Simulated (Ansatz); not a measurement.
CsBi2, space group Fd-3m: relaxations under a series of pressures, run with the Python package of Ansatz (0.2.0).

`csbi2_compress.py`
```python
# -*- coding: utf-8 -*-
import ansatz
import numpy as np
import pandas as pd

FILLING = 'Fermi-Dirac'
WIDTH_EV = 0.1

def edges_and_angles(cell):
    cell = np.asarray(cell)
    a, b, c = np.linalg.norm(cell, axis=1)
    cosines = cell[1] @ cell[2] / (b * c), cell[0] @ cell[2] / (a * c), cell[0] @ cell[1] / (a * b)
    return (a, b, c, *np.degrees(np.arccos(cosines)))

crystal = (
    ansatz.Lattice.fcc(9.759176)
    .space_group(227, origin_choice=1)
    .atom('Cs', (0.5, 0.0, 0.5))
    .atom('Bi', (0.125, 0.875, 0.375))
    .primitive()
)

setup = (
    crystal.calculation()
    .functional(ansatz.Functional.PBESOL)
    .kpoints(5)
    .occupations(FILLING, width=WIDTH_EV)
)

rows = []
for pressure in [0, 10, 20, 30, 40]:
    out = setup.relax(cell=True, pressure=pressure, force_tolerance=0.005).run(threads=1)
    cell = out.lattice.cell_ang
    n_atoms = len(out.lattice.sites)
    volume = abs(np.linalg.det(cell)) / n_atoms
    enthalpy = out.report['free_energy_ev'] / n_atoms + pressure * volume / 160.21766
    rows.append((pressure, volume, enthalpy, *edges_and_angles(cell)))
    print(f'{pressure} GPa done: {volume:.4f} A^3/atom')

table = pd.DataFrame(rows, columns=['P_GPa', 'V_A3_atom', 'H_eV_atom', 'a', 'b', 'c', 'alpha', 'beta', 'gamma'])
print(table.round(4).to_string(index=False))
p, v = np.array([row[0] for row in rows], float), np.array([row[1] for row in rows])
print('mean bulk modulus between rows (GPa):', np.round(-np.diff(p) / np.diff(np.log(v)), 1))
```

Its results, one of them left out:

| P (GPa) | relaxed V (Å³/atom) |
| --- | --- |
| 0 | 37.398 |
| 10 | ? |
| 20 | 27.249 |
| 30 | 25.177 |
| 40 | 23.666 |

What volume does the cell relax to at 10 GPa?

Murnaghan's form V = V0 (1 + B' P / B0)^(-1/B') through the 4 rows shown gives V0 = 37.389 Å³, B0 = 33.2 GPa and B' = 3.72, and so 30.551 Å³ an atom at 10 GPa. The run gave 30.477 Å³, 0.24 % away.

Notes:
- At a fixed pressure a relaxation lowers the enthalpy F + PV, while F alone can rise.
- For a metal this k-point mesh is coarse: on a finer one energies can move by several to tens of meV an atom and pressures by half a GPa or more, differences at one mesh by less.
- Spin-orbit coupling, which matters for elements this heavy, is left out.
- The structure comes from a database of computed cells and needn't be a stable or known phase.
- Symmetry holds the cell in this phase, whether or not it is the stable one at each pressure.
- The whole script took 3.1 min on 1 thread of Arm Neoverse V2, with other jobs on the host, peak memory 0.63 GiB.
